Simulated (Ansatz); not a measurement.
## BFH3NTe, SMILES NB(F)[TeH]: a rigid scan of one bond angle, step by step

Program: Ansatz 0.2.0, Python API.

Interactive session:
```pycon
>>> import ansatz as az
>>> from ase import Atoms
>>> atoms = Atoms(["N", "B", "F", "Te", "H", "H", "H"], positions=[
...     (0.2014, 0.7716, 1.0446),
...     (0.1858, -0.5394, 0.3402),
...     (1.0573, -1.561, 0.7983),
...     (-1.0495, -0.9239, -1.3994),
...     (0.3652, 1.5292, 0.2881),
...     (-0.8316, 0.989, 1.3434),
...     (0.1326, -0.3335, -2.4608),
... ])
>>> # relax first, so that the scan starts from a minimum
>>> first = (
...     az.Crystal.molecule_from_ase(atoms).calculation()
...     .basis(gaussian="def2-SVP")
...     .functional("r2SCAN", dispersion="d4")
...     .relax(force_tolerance=0.02, max_steps=80)
... )
>>> atoms.positions = first.run().report["positions_ang"]
>>> rows = []
>>> for angle in [85, 95, 105, 115, 125, 140, 160]:
...     bent = atoms.copy()
...     bent.set_angle(1, 3, 6, angle, indices=[6])
...     model = (
...         az.Crystal.molecule_from_ase(bent).calculation()
...         .basis(gaussian="def2-SVP")
...         .functional("r2SCAN", dispersion="d4")
...     )
...     rows.append((angle, model.run().report["free_energy_ev"]))
...
>>> floor = min(e for _, e in rows)
>>> for angle, e in rows:
...     print(f"angle B1-Te3-H6 = {angle:3d} deg   {1000 * (e - floor):9.1f} meV")
...
angle B1-Te3-H6 =  85 deg        34.6 meV
angle B1-Te3-H6 =  95 deg         0.0 meV
angle B1-Te3-H6 = 105 deg        78.9 meV
angle B1-Te3-H6 = 115 deg       261.3 meV
angle B1-Te3-H6 = 125 deg       536.2 meV
angle B1-Te3-H6 = 140 deg      1091.6 meV
angle B1-Te3-H6 = 160 deg      1961.9 meV
```

Caveats:
- The scan is rigid, and the energies are electronic, in a modest basis. The zero is the lowest point of the grid, which needn't be the minimum.
- def2 sets replace the cores of elements past krypton by effective core potentials.
- Hardware and time: 98 s on 1 thread of Arm Neoverse V1, with other jobs on the host, peak memory 0.23 GiB.
